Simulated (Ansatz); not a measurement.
# CH4BFO: the cost of one run

All numbers below are computed with Ansatz 0.2.0 (UKS PBE0-D4/def2-SVP).

## 1. The starting structure

Bond lengths: O1–B2 1.425 Å, B2–C3 1.589 Å, C3–F4 1.411 Å, O1–H5 1.047 Å, B2–H6 1.193 Å, C3–H7 1.133 Å, C3–H8 1.037 Å. Angles: O1–B2–C3 118.8°, O1–B2–H6 119.5°, C3–B2–H6 121.7°, B2–O1–H5 104.3°, B2–C3–F4 107.1°, B2–C3–H7 107.9°, B2–C3–H8 110.2°, F4–C3–H7 104.9°, F4–C3–H8 114.2°, H7–C3–H8 112.1°.

Structure file:

```xyz
8

O     0.1938    1.2390   -1.1995
B     0.3011    0.6178    0.0790
C    -0.0923   -0.9150    0.2196
F     0.2501   -1.3133    1.5292
H    -0.7762    1.6341   -1.2146
H     0.7149    1.2460    1.0044
H     0.5929   -1.5138   -0.4556
H    -1.0922   -1.0518   -0.0184
```

## 2. Relaxing end A

input.yaml

```yaml
crystal:
  periodic: [false, false, false]
  atoms:
    - { symbol: O, position_ang: [0.1938, 1.239, -1.1995] }
    - { symbol: B, position_ang: [0.3011, 0.6178, 0.079] }
    - { symbol: C, position_ang: [-0.0923, -0.915, 0.2196] }
    - { symbol: F, position_ang: [0.2501, -1.3133, 1.5292] }
    - { symbol: H, position_ang: [-0.7762, 1.6341, -1.2146] }
    - { symbol: H, position_ang: [0.7149, 1.246, 1.0044] }
    - { symbol: H, position_ang: [0.5929, -1.5138, -0.4556] }
    - { symbol: H, position_ang: [-1.0922, -1.0518, -0.0184] }
magnetization:
  spin_polarized: true
basis:
  gaussian: { orbitals: def2-SVP }
hamiltonian:
  xc: pbe0
  dispersion: d4
relax:
  f_tol: 0.02
  max_steps: 50
```

Command:

```sh
$ ansatz run input.yaml --threads 2 --pin off --max-ram 3072MiB --backend cpu --events-out ev --progress --plain --runs-dir out
```

Q: Estimate wall time and peak memory on 2 threads of AMD EPYC 9R45 (Zen 5), shared host.

About 9.6 s, with a peak of 0.2 GiB.
